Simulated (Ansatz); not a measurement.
# GeCF+ (quintet): the correlation ladder, cc-pVTZ

One table from this session's results is given with a row withheld; the runs are named, their logs left out.

Program: Ansatz 0.2.0, Gaussian basis. Level of theory: cc-pVTZ, core rule «outside noble gas», up to 16 orbitals frozen. These are calculated values, not measurements.

To be run: UHF; CCSD(T) on ROHF; CCSD(T) on UHF; BCCD(T) on ROHF; CCSDT(Q) on ROHF; CCSDT(Q) on UHF.

11 further runs of the same task are left out: 6 for a known fault of the program, 5 set aside as unsound or not needed.

## The geometry

The geometry is a PBE0/def2-TZVP stationary point (not a proven minimum) of the parent state, kept for this charge and spin. No spin-orbit coupling is included. The filled d shell of Ge may be among the frozen orbitals whatever the setting's name suggests; the logs give the count.

3 atoms, charge 1, spin multiplicity 5.

Atoms are counted from 1 here; the program's logs count them from 0.

Bond lengths: C1–Ge2 1.970 Å, Ge2–F3 1.753 Å. Angles: C1–Ge2–F3 100.8°.

Geometry (Å):

```xyz
3

C     0.0000   -1.0038    1.5291
Ge    0.0000    0.3452    0.0936
F     0.0000   -0.6852   -1.3247
```

Set-up of the first run:

in.yaml reads:

```yaml
crystal:
  periodic: [false, false, false]
  atoms:
    - {symbol: C, position_ang: [0.000000, -1.003813, 1.529108]}
    - {symbol: Ge, position_ang: [0.000000, 0.345191, 0.093628]}
    - {symbol: F, position_ang: [0.000000, -0.685225, -1.324681]}
basis:
  gaussian: {orbitals: cc-pVTZ}
total_charge: 1
magnetization: {spin_polarized: true, initial_magnetization: 4}
hamiltonian: {xc: hf}
output: {orbitals: {seedname: orbitals}}
```

Started as:

```sh
ansatz run in.yaml --threads 1 --pin off --events-out ev --progress --plain --max-ram 4096MiB --backend cpu
```

Among the steps run: UHF; CCSD(T) on ROHF; CCSD(T) on UHF; BCCD(T) on ROHF; CCSDT(Q) on ROHF; CCSDT(Q) on UHF.

One table of the session follows, with a row left open; its other results are not shown here.

| method | from RCCSDT(Q) (meV) |
| --- | --- |
| ROHF | +11518.8 |
| UHF | ? |
| RMP2 | +944.1 |
| UMP2 | +971.4 |
| RCCSD | +507.3 |
| UCCSD | +491.8 |
| RCCSD(T) | +60.5 |
| UCCSD(T) | +50.8 |
| BCCD(T) | +53.0 |
| RCCSDT | +18.0 |
| UCCSDT | +6.4 |
| RCCSDT(Q) | 0 |
| UCCSDT(Q) | -22.5 |

Q: Estimate the row for UHF from the others.

As computed: from RCCSDT(Q) (meV): +11374.8. In the column «from RCCSDT(Q) (meV)» it lies between UMP2 (+971.4) and ROHF (+11518.8).

Limits of these values: Restricted and unrestricted rows rest on different reference determinants; where their highest levels disagree by more than a few hundredths of an eV, they describe different states and don't form one ladder.
